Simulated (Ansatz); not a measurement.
# CH3ClFNOSi: small, medium and large basis sets

How large a basis does CH3ClFNOSi need? Two functionals are run in growing sets.

Method: one geometry, several basis sets; program: Ansatz 0.2.0, Gaussian basis.

Plan: PBE0-D4/def2-SVP; ωB97M-V/def2-SVP; PBE0-D4/def2-QZVPP; ωB97M-V/def2-QZVPP; the functionals' def2-TZVPP values are taken from earlier runs.

## (1) Structure used throughout

The geometry comes from an earlier relaxation with PBE0-D4 in a triple-zeta def2 set; it is a stationary point, not always the lowest conformer.

SMILES `C=N[Si](O)(F)Cl`, 9 atoms, charge 0, spin multiplicity 1.

Atoms are counted from 1 here; the program's logs count them from 0.

Bond lengths: C1–N2 1.258 Å, C1–H7 1.095 Å, C1–H8 1.099 Å, N2–Si3 1.712 Å, Si3–O4 1.616 Å, Si3–F5 1.584 Å, Si3–Cl6 2.031 Å, O4–H9 0.958 Å. Angles: N2–C1–H7 120.0°, N2–C1–H8 124.1°, H7–C1–H8 115.8°, C1–N2–Si3 126.9°, N2–Si3–O4 110.8°, N2–Si3–F5 113.3°, N2–Si3–Cl6 107.3°, O4–Si3–F5 105.5°, O4–Si3–Cl6 112.3°, F5–Si3–Cl6 107.7°, Si3–O4–H9 118.0°.

## (2) PBE0-D4 in def2-SVP

in.yaml reads:

```yaml
crystal:
  periodic: [false, false, false]
  atoms:
    - {symbol: C, position_ang: [0.959344, -1.480449, -0.330705]}
    - {symbol: N, position_ang: [0.720967, -0.422370, 0.307330]}
    - {symbol: Si, position_ang: [-0.449110, 0.767977, -0.075502]}
    - {symbol: O, position_ang: [-1.431196, 1.031079, 1.180752]}
    - {symbol: F, position_ang: [-1.398164, 0.352511, -1.273387]}
    - {symbol: Cl, position_ang: [0.552725, 2.444425, -0.633582]}
    - {symbol: H, position_ang: [1.729917, -2.173276, 0.024718]}
    - {symbol: H, position_ang: [0.436752, -1.776933, -1.250601]}
    - {symbol: H, position_ang: [-1.032735, 1.210636, 2.033677]}
basis:
  gaussian: {orbitals: def2-SVP}
hamiltonian: {xc: pbe0, dispersion: d4}
output: {orbitals: {seedname: orbitals}}
```

The run is started by

```console
ansatz run in.yaml --threads 4 --pin off --events-out ev --progress --plain --max-ram 10444MiB
```

After this run come: ωB97M-V in def2-SVP; PBE0-D4 in def2-QZVPP; ωB97M-V in def2-QZVPP.

Q: Predict the results of all the runs planned. Wanted: PBE0-D4: double and triple zeta above quadruple; ωB97M-V: double and triple zeta above quadruple.

As calculated:

| quantity | value |
| --- | --- |
| PBE0-D4: double and triple zeta above quadruple | 17.55, 1.07 eV |
| ωB97M-V: double and triple zeta above quadruple | 17.64, 1.01 eV |

What this shows: For PBE0-D4 the step from double to triple zeta gains 16.48 eV and the next only 1.07 eV. Total energies overstate the basis error of differences, where much of it tends to cancel.
